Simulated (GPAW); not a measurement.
NbCu:

```xyz
2
Lattice="0.0000 2.5622 2.5622 2.5622 0.0000 2.5622 2.5622 2.5622 0.0000" Properties=species:S:1:pos:R:3 pbc="T T T"
Nb    0.0000    0.0000    0.0000
Cu    2.5622    2.5622    2.5622
```

The cell was built by a generator and needn't be a form met in nature.

Base run:

* Program: GPAW 26.7.0
* Functional: PBE
* Potentials or basis: GPAW PAW data sets (gpaw-data 1.2.1)
* Cutoff: 600 eV
* Basis: pw
* k mesh: 9 × 9 × 9
* Occupations: fermi-dirac, width 0.05 eV
* Spin: no spin polarisation
* Hubbard terms: Nb d U = 8 eV

Its results: band gap on the k mesh none (metal or under the smearing width); pressure 21.6 GPa.

**Question.** The run is repeated on the same cell with these changes: hubbard terms from Nb d U = 8 eV to Nb d U = 2 eV. What comes out?

**Answer.** Band gap on the k mesh none (metal or under the smearing width); pressure 1.7 GPa.

Caveats: with this Cu data set, volumes or pressures lay over 1.5 % or 2 GPa off other programs in two to four cells of ten; U without spin polarisation on a metal has little footing; the U is typed as a test and isn't derived for this compound.
